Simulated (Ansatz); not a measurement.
# AlAsH2 (singlet): the correlation ladder, cc-pVDZ

How much of the correlation energy of AlAsH2 (singlet) does each wave-function method recover here?

Computed with Ansatz 0.2.0, Gaussian basis. Level: cc-pVDZ, core rule «outside noble gas», up to 19 orbitals frozen.

Plan: UHF; CCSD(T) on RHF; CCSD(T) on UHF; BCCD(T) on RHF; CISD; CCSDT(Q) on RHF; CCSDT(Q) on UHF; CCSDTQ on RHF; CASSCF and MRCISD+Q, 10 electrons in 10 orbitals; CASSCF and MRCISD+Q(relaxed), 10 electrons in 10 orbitals; CASSCF and NEVPT2, 10 electrons in 10 orbitals.

12 further runs of the same task are left out: 9 for a known fault of the program, 3 set aside as unsound or not needed.

**1. The system**

The geometry is a PBE0/def2-TZVP stationary point (not a proven minimum) of the parent state, kept for this charge and spin. No spin-orbit coupling is included. The filled d shell of As may be among the frozen orbitals whatever the setting's name suggests; the logs give the count.

4 atoms, charge 0, spin multiplicity 1.

Atoms are counted from 1 here; the program's logs count them from 0.

Bond lengths: Al1–As2 2.435 Å, Al1–H3 1.589 Å, Al1–H4 1.589 Å. Angles: As2–Al1–H3 120.0°, As2–Al1–H4 120.0°, H3–Al1–H4 120.0°.

**2. UHF**

The input, in.yaml:

```yaml
crystal:
  periodic: [false, false, false]
  atoms:
    - {symbol: Al, position_ang: [0.000000, 0.000000, 1.740252]}
    - {symbol: As, position_ang: [0.000000, 0.000000, -0.694906]}
    - {symbol: H, position_ang: [0.000000, 1.375836, 2.534270]}
    - {symbol: H, position_ang: [0.000000, -1.375836, 2.534270]}
basis:
  gaussian: {orbitals: cc-pVDZ}
magnetization: {spin_polarized: true, initial_magnetization: 0}
hamiltonian: {xc: hf}
output: {orbitals: {seedname: orbitals}}
```

Run with:

```sh
ansatz run in.yaml --threads 1 --pin off --events-out ev --progress --plain --max-ram 3968MiB --backend cpu
```

Further steps of the session: CCSD(T) on RHF; CCSD(T) on UHF; BCCD(T) on RHF; CISD; CCSDT(Q) on RHF; CCSDT(Q) on UHF; CCSDTQ on RHF; CASSCF and MRCISD+Q, 10 electrons in 10 orbitals; CASSCF and MRCISD+Q(relaxed), 10 electrons in 10 orbitals; CASSCF and NEVPT2, 10 electrons in 10 orbitals.

Before running them: what should the planned runs give, taken together? Wanted: RCCSDTQ below the RHF energy; RMP2 from RCCSDTQ; RCCSD from RCCSDTQ; RCCSD(T) from RCCSDTQ; RCCSDT(Q) from RCCSDTQ; NEVPT2 valence from RCCSDTQ; MRCISD+Q valence from RCCSDTQ; MRCISD+Q(relaxed) valence from RCCSDTQ; T1 diagnostic.

**Answer**, as computed:

| quantity | value |
| --- | --- |
| RCCSDTQ below the RHF energy | -5.2101 eV |
| RMP2 from RCCSDTQ | +29.99 kcal/mol |
| RCCSD from RCCSDTQ | +5.20 kcal/mol |
| RCCSD(T) from RCCSDTQ | +1.77 kcal/mol |
| RCCSDT(Q) from RCCSDTQ | +0.08 kcal/mol |
| NEVPT2 valence from RCCSDTQ | +24.82 kcal/mol |
| MRCISD+Q valence from RCCSDTQ | +2.75 kcal/mol |
| MRCISD+Q(relaxed) valence from RCCSDTQ | +0.86 kcal/mol |
| levels within 1 kcal/mol (43 meV) | RCCSDT, RCCSDT(Q), MRCISD+Q(relaxed) valence |
| T1 diagnostic | 0.020 |
| effectively unpaired electrons | 0.04 |

What this shows: RCCSD(T) lands +1.77 kcal/mol from the yardstick (1.5 % of the correlation energy). One determinant dominates. Of the multireference levels listed MRCISD+Q(relaxed) valence comes nearest in total energy (+0.86 kcal/mol), which doesn't show that its space is the better one. These misses are within one basis, not against nature.
